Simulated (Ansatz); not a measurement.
Runs of Ansatz 0.2.0 on SbC. The structure is cubic, space group Pm-3m (No. 221). The conventional cell has a = 3.115 Å, b = 3.115 Å, c = 3.115 Å, α = 90.00°, β = 90.00°, γ = 90.00°. Sb (site symmetry m-3m) has 8 C at 2.70 Å as nearest neighbours. C (site symmetry m-3m) has 8 Sb at 2.70 Å as nearest neighbours. The cell was built by a generator and needn't be a form met in nature.

```csv
level,cell,target pressure (GPa),gap on the mesh (eV),pressure (GPa),relaxed volume (Å³/atom)
PBEsol,relaxed to 2 GPa,2,none,2.0,-
PBEsol,relaxed,-,none,0.0,(a)
PBEsol+D4,relaxed,-,none,0.0,14.08
PBEsol+D3(BJ),relaxed,-,none,0.0,13.88
```

Alike in all rows: task relaxation of cell and atoms; potentials or basis Ansatz PAW; no spin polarisation; k mesh 9 × 9 × 9; cutoff (eV) 420; smearing fermi-dirac 0.05 eV.

Question: Fill in the values left out.

Answer: (a) 14.40.

Caveats: the plane-wave basis is chosen anew once the cell has moved, so the energies of steps on either side of that aren't comparable; the PAW data sets come from PBE, with cores solved anew for the run's functional, which leaves a small shift of forces and pressure; pairwise dispersion overbinds metals, which lowers pressure and volume (some runs).

A k mesh can miss the band edges, and the runs leave out spin-orbit coupling on Sb.

A gap of «none» marks a metal or a gap under the smearing width.

Runs at the PBE level aren't shown here.
